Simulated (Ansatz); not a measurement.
# VSi53: the cost of one run

Method: DFT, PBE, plane-wave PAW, default files, scalar-relativistic, as far as a step names no other, in Ansatz 0.2.0.

The COD entry's cell or inner coordinates are ideal or old and differ from later refinements, so a difference from it is no clean test against experiment.

**1. The structure to begin with**

It takes space group F-43m (No. 216, cubic). Conventional cell: a = 16.281 Å, b = 16.281 Å, c = 16.281 Å, α = 90.00°, β = 90.00°, γ = 90.00°. V (site symmetry -43m) is surrounded by 4 Si at 2.35 Å. Si (site symmetry m) has 4 Si at 2.35 Å as nearest neighbours. Around Si (site symmetry 3m) lie 4 Si at 2.35 Å. Around Si (site symmetry 2mm) lie 4 Si at 2.35 Å. Around Si (site symmetry 3m) lie 1 V at 2.35 Å and 3 Si at 2.35 Å. Only part of the 10 independent sites is listed.

As a file:

```xyz
54
Lattice="0.0000 8.1407 8.1407 8.1407 0.0000 8.1407 8.1407 8.1407 0.0000" Properties=species:S:1:pos:R:3 pbc="T T T"
V     4.0703    4.0703    4.0703
Si    6.7839    6.7839    4.0703
Si    9.4975    9.4975    4.0703
Si    6.7839    4.0703    6.7839
Si    9.4975    6.7839    6.7839
Si   12.2110    9.4975    6.7839
Si    9.4975    4.0703    9.4975
Si   12.2110    6.7839    9.4975
Si   14.9246    9.4975    9.4975
Si    4.0703    6.7839    6.7839
Si    6.7839    9.4975    6.7839
Si    9.4975   12.2110    6.7839
Si    6.7839    6.7839    9.4975
Si    9.4975    9.4975    9.4975
Si   12.2110   12.2110    9.4975
Si    9.4975    6.7839   12.2110
Si   12.2110    9.4975   12.2110
Si   14.9246   12.2110   12.2110
Si    4.0703    9.4975    9.4975
Si    6.7839   12.2110    9.4975
Si    9.4975   14.9246    9.4975
Si    6.7839    9.4975   12.2110
Si    9.4975   12.2110   12.2110
Si   12.2110   14.9246   12.2110
Si    9.4975    9.4975   14.9246
Si   12.2110   12.2110   14.9246
Si   14.9246   14.9246   14.9246
Si    2.7136    2.7136    2.7136
Si    5.4271    5.4271    2.7136
Si    8.1407    8.1407    2.7136
Si    5.4271    2.7136    5.4271
Si    8.1407    5.4271    5.4271
Si   10.8542    8.1407    5.4271
Si    8.1407    2.7136    8.1407
Si   10.8542    5.4271    8.1407
Si   13.5678    8.1407    8.1407
Si    2.7136    5.4271    5.4271
Si    5.4271    8.1407    5.4271
Si    8.1407   10.8542    5.4271
Si    5.4271    5.4271    8.1407
Si    8.1407    8.1407    8.1407
Si   10.8542   10.8542    8.1407
Si    8.1407    5.4271   10.8542
Si   10.8542    8.1407   10.8542
Si   13.5678   10.8542   10.8542
Si    2.7136    8.1407    8.1407
Si    5.4271   10.8542    8.1407
Si    8.1407   13.5678    8.1407
Si    5.4271    8.1407   10.8542
Si    8.1407   10.8542   10.8542
Si   10.8542   13.5678   10.8542
Si    8.1407    8.1407   13.5678
Si   10.8542   10.8542   13.5678
Si   13.5678   13.5678   13.5678
```

Atom 1 of the input is the impurity.

**2. First run, atoms as given**

input.yaml reads:

```yaml
crystal:
  lattice:
    - [0.0, 8.14068, 8.14068]
    - [8.14068, 0.0, 8.14068]
    - [8.14068, 8.14068, 0.0]
  atoms:
    - { symbol: V, position: [0.25, 0.25, 0.25] }
    - { symbol: Si, position: [0.25, 0.25, 0.5833333333] }
    - { symbol: Si, position: [0.25, 0.25, 0.9166666667] }
    - { symbol: Si, position: [0.25, 0.5833333333, 0.25] }
    - { symbol: Si, position: [0.25, 0.5833333333, 0.5833333333] }
    - { symbol: Si, position: [0.25, 0.5833333333, 0.9166666667] }
    - { symbol: Si, position: [0.25, 0.9166666667, 0.25] }
    - { symbol: Si, position: [0.25, 0.9166666667, 0.5833333333] }
    - { symbol: Si, position: [0.25, 0.9166666667, 0.9166666667] }
    - { symbol: Si, position: [0.5833333333, 0.25, 0.25] }
    - { symbol: Si, position: [0.5833333333, 0.25, 0.5833333333] }
    - { symbol: Si, position: [0.5833333333, 0.25, 0.9166666667] }
    - { symbol: Si, position: [0.5833333333, 0.5833333333, 0.25] }
    - { symbol: Si, position: [0.5833333333, 0.5833333333, 0.5833333333] }
    - { symbol: Si, position: [0.5833333333, 0.5833333333, 0.9166666667] }
    - { symbol: Si, position: [0.5833333333, 0.9166666667, 0.25] }
    - { symbol: Si, position: [0.5833333333, 0.9166666667, 0.5833333333] }
    - { symbol: Si, position: [0.5833333333, 0.9166666667, 0.9166666667] }
    - { symbol: Si, position: [0.9166666667, 0.25, 0.25] }
    - { symbol: Si, position: [0.9166666667, 0.25, 0.5833333333] }
    - { symbol: Si, position: [0.9166666667, 0.25, 0.9166666667] }
    - { symbol: Si, position: [0.9166666667, 0.5833333333, 0.25] }
    - { symbol: Si, position: [0.9166666667, 0.5833333333, 0.5833333333] }
    - { symbol: Si, position: [0.9166666667, 0.5833333333, 0.9166666667] }
    - { symbol: Si, position: [0.9166666667, 0.9166666667, 0.25] }
    - { symbol: Si, position: [0.9166666667, 0.9166666667, 0.5833333333] }
    - { symbol: Si, position: [0.9166666667, 0.9166666667, 0.9166666667] }
    - { symbol: Si, position: [0.1666666667, 0.1666666667, 0.1666666667] }
    - { symbol: Si, position: [0.1666666667, 0.1666666667, 0.5] }
    - { symbol: Si, position: [0.1666666667, 0.1666666667, 0.8333333333] }
    - { symbol: Si, position: [0.1666666667, 0.5, 0.1666666667] }
    - { symbol: Si, position: [0.1666666667, 0.5, 0.5] }
    - { symbol: Si, position: [0.1666666667, 0.5, 0.8333333333] }
    - { symbol: Si, position: [0.1666666667, 0.8333333333, 0.1666666667] }
    - { symbol: Si, position: [0.1666666667, 0.8333333333, 0.5] }
    - { symbol: Si, position: [0.1666666667, 0.8333333333, 0.8333333333] }
    - { symbol: Si, position: [0.5, 0.1666666667, 0.1666666667] }
    - { symbol: Si, position: [0.5, 0.1666666667, 0.5] }
    - { symbol: Si, position: [0.5, 0.1666666667, 0.8333333333] }
    - { symbol: Si, position: [0.5, 0.5, 0.1666666667] }
    - { symbol: Si, position: [0.5, 0.5, 0.5] }
    - { symbol: Si, position: [0.5, 0.5, 0.8333333333] }
    - { symbol: Si, position: [0.5, 0.8333333333, 0.1666666667] }
    - { symbol: Si, position: [0.5, 0.8333333333, 0.5] }
    - { symbol: Si, position: [0.5, 0.8333333333, 0.8333333333] }
    - { symbol: Si, position: [0.8333333333, 0.1666666667, 0.1666666667] }
    - { symbol: Si, position: [0.8333333333, 0.1666666667, 0.5] }
    - { symbol: Si, position: [0.8333333333, 0.1666666667, 0.8333333333] }
    - { symbol: Si, position: [0.8333333333, 0.5, 0.1666666667] }
    - { symbol: Si, position: [0.8333333333, 0.5, 0.5] }
    - { symbol: Si, position: [0.8333333333, 0.5, 0.8333333333] }
    - { symbol: Si, position: [0.8333333333, 0.8333333333, 0.1666666667] }
    - { symbol: Si, position: [0.8333333333, 0.8333333333, 0.5] }
    - { symbol: Si, position: [0.8333333333, 0.8333333333, 0.8333333333] }
total_charge: 1
kpoints:
  mp_grid: { grid: [2, 2, 2] }
scf:
  occupations: { method: fermi_dirac, width: 0.01 }
hamiltonian:
  xc: pbe
  pseudopotentials: { kind: paw }
output:
  forces: true
  stress: true
  populations: true
  efg: { quadrupole_moments_barn: { V: -0.052 }, contact_densities: true }
```

Run with:

```sh
$ ansatz run input.yaml --threads 1 --pin off --max-ram 3072MiB --backend cpu --events-out ev --progress --plain --runs-dir out
```

What time and memory should one allow on 1 thread of Arm Neoverse V1, shared host?

About 87 s, with a peak of 1.7 GiB.
